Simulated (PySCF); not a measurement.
# C2H9NSi2 (SMILES [SiH3]C/C=N\[SiH3]): levels of theory compared

We compute a comparison of 3 runs (B3LYP/6-31G*, PBE0/def2-SVPD, CCSD(T)/def2-SVP) of C2H9NSi2. Input form: a Python script.

The calculation is run with PySCF 2.14.0.

### Step 1. The system as given

C2H9NSi2 has 14 atoms, charge 0, and is taken as a singlet. SMILES: `[SiH3]C/C=N\[SiH3]`. The shape is that of a GFN2-xTB optimisation. This is one conformer, not always the lowest.

Bond lengths: Si1–C2 1.900 Å, C2–C3 1.497 Å, C3–N4 1.252 Å, N4–Si5 1.725 Å, Si1–H6 1.463 Å, Si1–H7 1.464 Å, Si1–H8 1.464 Å, C2–H9 1.094 Å, C2–H10 1.094 Å, C3–H11 1.093 Å, Si5–H12 1.467 Å, Si5–H13 1.467 Å, Si5–H14 1.459 Å. Some angles: Si1–C2–C3 114.8°, C2–C3–N4 126.5°, C3–N4–Si5 131.8°, Si1–C2–H9 111.1°, Si1–C2–H10 111.0°, C3–C2–H9 107.3°, C3–C2–H10 107.3°, C2–Si1–H6 109.0°, C2–Si1–H7 109.1°, C2–Si1–H8 109.1°.

### Step 2. Energy and gradient at B3LYP/6-31G(d) (spherical functions) (run 1)

Contents of job.py:

```python
# [SiH3]C/C=N\[SiH3]
import pyscf.grad
from pyscf import gto, dft

molecule = gto.M(
    atom='''
Si    -3.890020     1.687393     2.193726
C     -0.941518     0.935773     0.287238
C      0.096792    -1.665113     0.683212
N      2.012369    -2.588471    -0.352736
Si     4.119981    -1.360074    -2.515868
H     -4.683063     4.278113     1.642493
H     -3.315506     1.428935     4.887852
H     -5.897155    -0.083564     1.493640
H     -1.290513     1.156399    -1.738340
H      0.576499     2.274040     0.709441
H     -0.924341    -2.872365     2.011991
H      2.846608    -0.632094    -4.867934
H      5.406393     0.879290    -1.509230
H      5.883454    -3.438281    -2.925485
''',
    max_memory=1860,
    charge=0,
    unit='bohr',
    basis='6-31g*',
    verbose=4,
)

calc0 = dft.RKS(molecule, xc='b3lyp')
calc0.conv_tol = 1e-10
calc0.grids.level = 5
calc0.kernel()
if not calc0.converged:
    calc0 = calc0.newton().run(calc0.mo_coeff, calc0.mo_occ)

energy = calc0.e_tot
print('Final energy', energy)
grad = calc0.Gradients().kernel()
calc0.analyze()
```

Launch:

```console
OMP_NUM_THREADS=1 python job.py
```

Output:

```text
PySCF version 2.14.0

[... 110 lines left out ...]
MO #6   energy= -5.2793579908938   occ= 2
[... 17 lines left out ...]
MO #24  energy= -0.351082069201229 occ= 2
[... 17 lines left out ...]
MO #42  energy= 0.215803252818919  occ= 0
[... 17 lines left out ...]
MO #60  energy= 0.694263915196455  occ= 0
[... 17 lines left out ...]
MO #78  energy= 1.20568202804107   occ= 0
[... 17 lines left out ...]
MO #96  energy= 2.96297278275262   occ= 0
[... 113 lines left out ...]
Dipole moment(X, Y, Z, Debye): -0.82035,  1.50740, -0.06419
```

Wall time 2.1 min (1 thread of Intel Xeon at 2.50GHz (Skylake/Cascade Lake), shared host); peak memory 0.96 GiB.

### Step 3. Energy and forces at PBE0/def2-SVPD (run 2)

Contents of input.py:

```python
import pyscf.grad
from pyscf import gto, dft

mol = gto.M(
    atom='''
Si      -2.058510       0.892930       1.160870
C       -0.498230       0.495190       0.152000
C        0.051220      -0.881140       0.361540
N        1.064900      -1.369760      -0.186660
Si       2.180200      -0.719720      -1.331340
H       -2.478170       2.263880       0.869170
H       -1.754490       0.756160       2.586540
H       -3.120640      -0.044220       0.790400
H       -0.682910       0.611940      -0.919890
H        0.305070       1.203370       0.375420
H       -0.489140      -1.519990       1.064700
H        1.506360      -0.334490      -2.576000
H        2.860940       0.465300      -0.798650
H        3.113390      -1.819460      -1.548100
''',
    verbose=3,
    max_memory=1860,
    spin=0,
    basis='def2-svpd',
)

mf = dft.RKS(mol)
mf.xc = 'pbe0'
mf.grids.level = 5
mf.conv_tol = 1e-10
mf.kernel()
if not mf.converged:
    mf = mf.newton().run(mf.mo_coeff, mf.mo_occ)

e_tot = mf.e_tot
print(f'total energy: {e_tot:.8f} hartree')
grad = mf.Gradients().kernel()
dip = mf.dip_moment()
pop, q = mf.mulliken_pop()
```

Launch:

```console
OMP_NUM_THREADS=1 python input.py
```

Output:

```text
converged SCF energy = -714.653501182463
total energy: -714.65350118 hartree
[... 8 lines left out ...]
Dipole moment(X, Y, Z, Debye): -0.96918,  1.46887,  0.06674
[... 195 lines left out ...]
charge of   13H =      0.12533
```

Wall time 5 min (1 thread of Intel Xeon at 2.50GHz (Skylake/Cascade Lake), shared host); peak memory 2.5 GiB.

### Step 4. The energy at CCSD(T)/def2-SVP (run 3)

Contents of input.py:

```python
from pyscf import gto, cc

molecule = gto.Mole()
molecule.atom = [
    ('Si', (-2.058510, 0.892930, 1.160870)),
    ('C', (-0.498230, 0.495190, 0.152000)),
    ('C', (0.051220, -0.881140, 0.361540)),
    ('N', (1.064900, -1.369760, -0.186660)),
    ('Si', (2.180200, -0.719720, -1.331340)),
    ('H', (-2.478170, 2.263880, 0.869170)),
    ('H', (-1.754490, 0.756160, 2.586540)),
    ('H', (-3.120640, -0.044220, 0.790400)),
    ('H', (-0.682910, 0.611940, -0.919890)),
    ('H', (0.305070, 1.203370, 0.375420)),
    ('H', (-0.489140, -1.519990, 1.064700)),
    ('H', (1.506360, -0.334490, -2.576000)),
    ('H', (2.860940, 0.465300, -0.798650)),
    ('H', (3.113390, -1.819460, -1.548100)),
]
molecule.max_memory = 1860
molecule.verbose = 4
molecule.basis = 'def2-svp'
molecule.spin = 0
molecule.build()

myscf = molecule.RHF()
myscf.conv_tol = 1e-10
myscf.kernel()
if not myscf.converged:
    myscf = myscf.newton().run(myscf.mo_coeff, myscf.mo_occ)

mycc = cc.CCSD(myscf, frozen=13)
mycc.kernel()
e_t = mycc.ccsd_t()
etot = mycc.e_tot + e_t
print('E(%s) = %.9f' % ('CCSD(T)', etot))
myscf.analyze()
```

Launch:

```console
OMP_NUM_THREADS=1 python input.py
```

Output:

```text
PySCF version 2.14.0

[... 116 lines left out ...]
MO #8   energy= -4.24232737189515  occ= 2
[... 22 lines left out ...]
MO #31  energy= 0.17327175845775   occ= 0
[... 22 lines left out ...]
MO #54  energy= 0.691634596926613  occ= 0
[... 22 lines left out ...]
MO #77  energy= 1.21283957895931   occ= 0
[... 22 lines left out ...]
MO #100 energy= 2.08279926634883   occ= 0
[... 22 lines left out ...]
MO #123 energy= 3.62499924221068   occ= 0
[... 140 lines left out ...]
Dipole moment(X, Y, Z, Debye): -1.14662,  1.67961,  0.10503
```

Run time: 3.4 min. Hardware: 1 thread of Intel Xeon at 2.50GHz (Skylake/Cascade Lake), shared host; peak memory 1.7 GiB.

### Step 5. All runs side by side

```
run                               level      task  integration grid  energy (Eh)  dipole moment (D) of the reference  HOMO energy (eV)  LUMO energy (eV)  wall time
  1  B3LYP/6-31G* (spherical functions)  gradient                 5  -715.337796                                1.72             -6.30             -0.74    2.1 min
  2                      PBE0/def2-SVPD  gradient                 5  -714.653501                                1.76             -6.82             -0.98      5 min
  3                    CCSD(T)/def2-SVP    energy                 –  -713.718453                                2.04            -10.13              3.30    3.4 min
```

### Step 6. Results

| quantity | value |
| --- | --- |
| run 3: total energy | -713.71845 Eh |
| run 3: dipole moment (Hartree–Fock density) | 2.04 D |
| run 3: HOMO energy (Hartree–Fock orbitals) | -10.13 eV |
| run 3: LUMO energy (Hartree–Fock orbitals) | 3.30 eV |
| run 3: HOMO–LUMO gap (Hartree–Fock orbitals) | 13.44 eV |
| run 3: correlation energy (13 core orbitals frozen) | -729.0 mEh |
| run 3: (T) correction | -22.41 mEh |
| run 3: T1 diagnostic | 0.013 |

Totals of different functionals can't be ranked against each other. All runs together took 10 min, the longest 5 min.
